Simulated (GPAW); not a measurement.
Ta3AsAu2O13:

```xyz
19
Lattice="5.2424 3.0267 4.1427 -5.2424 3.0267 4.1427 0.0000 -6.0534 4.1427" Properties=species:S:1:pos:R:3 pbc="T T T"
Ta   -1.7887    1.0327    4.2854
Ta    0.0000   -2.0655    4.2854
Ta    1.7887    1.0327    4.2854
As    0.0000    0.0000    6.9446
Au    0.0000    0.0000   12.0005
Au    0.0000    0.0000    9.3342
O    -1.3566    0.7832    6.1532
O     0.0000   -1.5665    6.1532
O     1.3566    0.7832    6.1532
O     2.5380   -0.6359    3.6068
O    -0.7183    2.5159    3.6068
O    -1.8197   -1.8800    3.6068
O     1.8197   -1.8800    3.6068
O    -2.5380   -0.6359    3.6068
O     0.7183    2.5159    3.6068
O    -3.3469    1.9323    4.0073
O     0.0000   -3.8647    4.0073
O     3.3469    1.9323    4.0073
O     0.0000    0.0000    3.8329
```

The cell was built by a generator and needn't be a form met in nature.

Base run:

```yaml
Program: GPAW 26.7.0
Functional: LDA
Potentials_or_basis: the program's PAW data sets (release 1.2.1) made for this functional
Cutoff: 800 eV
Basis: pw
k_mesh: 3 × 3 × 3
Occupations: fermi-dirac, width 0.05 eV
Spin: no spin polarisation
```

Its results: band gap on the k mesh 1.01 eV, indirect (least direct gap 1.06 eV); pressure -5.8 GPa; largest force 0.734 eV/Å.

**Question.** The run is repeated on the same cell with these changes: functional from LDA to RPBE. What comes out?

**Answer.** Band gap on the k mesh 1.15 eV, indirect (least direct gap 1.19 eV); pressure 3.3 GPa; largest force 0.341 eV/Å.

RPBE binds less tightly than LDA, so the same cell stands under more pressure.

Caveats: with this Au data set, volumes or pressures lay over 1.5 % or 2 GPa off other programs in two to four cells of ten; spin-orbit coupling is left out, which moves the levels of the heavy elements.

A k mesh can miss the band edges.
